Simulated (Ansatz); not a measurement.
# TaH (singlet): wave-function methods side by side at distance Ta1–H2 = 5.972 Å, def2-SVP

Aim: climb from Hartree-Fock through coupled cluster and multireference methods for TaH (singlet) at one geometry and basis, and see what each rung misses.

Method: def2-SVP, core rule «outside noble gas», up to 4 orbitals frozen; program: Ansatz 0.2.0, Gaussian basis.

Plan: UHF; CCSD(T) on RHF; CCSD(T) on UHF; CISD; CCSDT(Q) on RHF; CCSDT(Q) on UHF; CASSCF and MRCISD+Q, 2 electrons in 2 orbitals; CASSCF and NEVPT2, 2 electrons in 2 orbitals; CASSCF and MRCISD+Q, 6 electrons in 7 orbitals; CASSCF and NEVPT2, 6 electrons in 7 orbitals; Full CI.

24 further runs of the same task are left out: 2 for a known fault of the program, 18 that didn't finish, 4 set aside as unsound or not needed.

## Step 1: The geometry

The geometry derives from a PBE0/def2-TZVP stationary point (not a proven minimum). One bond is set to the value named and the two fragments are kept rigid. No spin-orbit coupling is included. Elements past krypton take def2 core potentials.

2 atoms, charge 0, spin multiplicity 1.

Atoms are counted from 1 here; the program's logs count them from 0.

No contacts short enough for the rule that draws bonds.

## Step 2: UHF

in.yaml reads:

```yaml
crystal:
  periodic: [false, false, false]
  atoms:
    - {symbol: Ta, position_ang: [0.000000, 0.000000, 0.000000]}
    - {symbol: H, position_ang: [0.000000, 0.000000, 5.972000]}
basis:
  gaussian: {orbitals: def2-SVP}
magnetization: {spin_polarized: true, initial_magnetization: 0}
hamiltonian: {xc: hf}
output: {orbitals: {seedname: orbitals}}
```

On the command line:

```console
$ ansatz run in.yaml --threads 1 --pin off --events-out ev --progress --plain --max-ram 2393MiB
```

The runs that follow: CCSD(T) on RHF; CCSD(T) on UHF; CISD; CCSDT(Q) on RHF; CCSDT(Q) on UHF; CASSCF and MRCISD+Q, 2 electrons in 2 orbitals; CASSCF and NEVPT2, 2 electrons in 2 orbitals; CASSCF and MRCISD+Q, 6 electrons in 7 orbitals; CASSCF and NEVPT2, 6 electrons in 7 orbitals; Full CI.

Q: Predict the results of all the runs planned. Wanted: FCI from the RHF energy; RMP2 from FCI; RCCSD from FCI; RCCSD(T) from FCI; RCCSDT(Q) from FCI; T1 diagnostic; effectively unpaired electrons.

The runs gave:

| quantity | value |
| --- | --- |
| FCI from the RHF energy | -7.3406 eV |
| RMP2 from FCI | +196.2 kJ/mol |
| RCCSD from FCI | +63.6 kJ/mol |
| RCCSD(T) from FCI | -144.8 kJ/mol |
| RCCSDT(Q) from FCI | -5.8 kJ/mol |
| levels within 1 kcal/mol (43 meV) | none |
| T1 diagnostic | 0.239 |
| effectively unpaired electrons | 3.66 |

What this shows: RCCSD(T) misses by -144.8 kJ/mol, 20.4 % of the correlation energy. RCCSD(T), RCCSDT(Q) fall below full CI, which methods that aren't variational can do. The occupations show strong static correlation (3.7 unpaired electrons where one determinant has 0). Coupled cluster took another determinant than the lowest Hartree-Fock one. These misses are within one basis, not against nature.

The restricted and unrestricted ladders end 0.91 eV apart at CCSDT(Q), so they describe two states, and rows of one don't measure the error of the other.

The ROHF row is the lowest solution found; coupled cluster stands on another one, 0.05 eV higher.
